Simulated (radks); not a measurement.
**Cd³⁷⁺ in [Ne] 3s1: an all-electron calculation**

An exercise on one series of results from a longer session: the logs are not shown, and one member is left open.

Program: radks (a radial shooting solver on a logarithmic mesh, Libxc functionals) version 1. Level of theory: scalar-relativistic Kohn-Sham, BLYP, spin-polarised, spherical densities, finite nucleus; open shells are filled with parallel spins first. These are calculated values, not measurements, unless marked.

## What is computed

```
element            : cadmium (Z = 48)
charge             : +37
electrons          : 11
configuration      : [Ne] 3s1
nuclear rms radius : 4.6087 fm
```

The outer shells:

Cd³⁷⁺
```
[Ne] core
3s [↑ ]
```

The first run:

The run's settings:

```text
Z 48
configuration [Ne] 3s1
relativity scalar-relativistic
functional b88,lyp
spin polarised
nucleus finite rms 4.6087 fm
c 137.035999084
```

On the command line:

```bash
> python run_ks.py task.json out
```

The same process makes all the runs of this session.

One of the session's tables, all rows but one given; the rest of the session is left out.

It belongs to the step «Radial structure». Radial moments (bohr):

```
  level      <r>  outermost maximum (interpolated)  90 % within  nodes
  1s up  0.03038                            0.0197       0.0545      0
1s down  0.03038                            0.0197       0.0545      0
  2s up   0.1293                             0.110        0.199      1
2s down   0.1292                             0.110        0.199      1
  2p up   0.1124                            0.0880        0.182      0
2p down        ?                                 ?            ?      ?
  3s up   0.3108                             0.296        0.450      2
3s down   0.3112                             0.295        0.451      2
```

Estimate the missing values for 2p down.

**Answer.** <r>: 0.1123; outermost maximum (interpolated): 0.0880; 90 % within: 0.182; nodes: 0. In the column «<r>» it lies between 1s down (0.03038) and 2p up (0.1124).
